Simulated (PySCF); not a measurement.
**C₂H₇ClOSi₃: electronic excitations**

What electronic excitations should C₂H₇ClOSi₃ (`C#C[Si@H]([SiH3])O[SiH2]Cl`) show?

Programs: PySCF 2.14.0, with density-fitted response routines of our own. Each step states its level of theory. These are calculated values for one molecule in the gas phase, unless marked as measured. Atoms count from 0, in the outputs and in this text.

## Step 1: The starting structure

14 atoms, charge 0, multiplicity 1; geometry from: GFN2-xTB.

Bonds of the start (Å): C0–C1 1.20, C1–Si2 1.86, Si2–Si3 2.31, Si2–O4 1.65, O4–Si5 1.60, Si5–Cl6 2.01, C0–H7 1.05, Si2–H8 1.47, Si3–H9 1.47, Si3–H10 1.47, Si3–H11 1.47, Si5–H12 1.45, Si5–H13 1.45.

## Step 2: TDDFT and polarisability: B3LYP/def2-SVPD

What the job is given:

```
{"job": {"kind": "uv", "xc": "B3LYP", "basis": "def2-SVPD", "nstates": 8, "ntriplets": 3}, "charge": 0, "multiplicity": 1}
C      2.980866    -0.904640     0.562473
C      2.037534    -0.391320     0.020194
Si     0.565628     0.426406    -0.765861
Si    -0.271638     2.164530     0.503030
O     -0.588430    -0.741261    -0.897989
Si    -1.709643    -1.767794    -0.385875
Cl    -2.726491    -0.906184     1.121695
H      3.809332    -1.358783     1.027218
H      0.904549     0.633520    -2.179908
H     -1.635064     2.548928     0.119865
H     -0.294924     1.873033     1.940204
H      0.577594     3.347129     0.313111
H     -1.051911    -2.962021     0.120447
H     -2.598079    -1.962015    -1.520770
```

Method: TDDFT B3LYP/def2-SVPD, vertical, gas phase, core orbitals frozen in the response.

Command:

```sh
> OMP_NUM_THREADS=1 python probes_run.py task.json out
```

The driver reads the jobs from task.json and runs them one after another.

Predict these results of the whole session: lowest singlet (B3LYP/def2-SVPD); brightest single state of those computed; lowest triplet; surface potential, 1st and 99th percentile.

**Answer**, as computed:

```
                                quantity                        value
        lowest singlet (B3LYP/def2-SVPD)  5.58 eV (222 nm), f = 0.008
brightest single state of those computed  state 7, 7.08 eV, f = 0.192
                          lowest triplet                      4.94 eV
   surface potential, 1st and 99th percentile           -0.56 V and 1.50 V
```

**Reading.** The lowest singlet, at 5.58 eV, is HOMO→LUMO 0.89 and is weak; of the 8 states computed, the strongest absorption comes from state 7 at 7.08 eV. The lowest triplet lies 0.64 eV below the lowest singlet (triplets in Tamm-Dancoff, singlets in full TDDFT). By nearest atom (B3LYP/def2-SVPD), the HOMO sits on C0, C1 about 23 % each; Si3 13 % and the LUMO on Si2 22 %; C0, C1 about 15 % each.
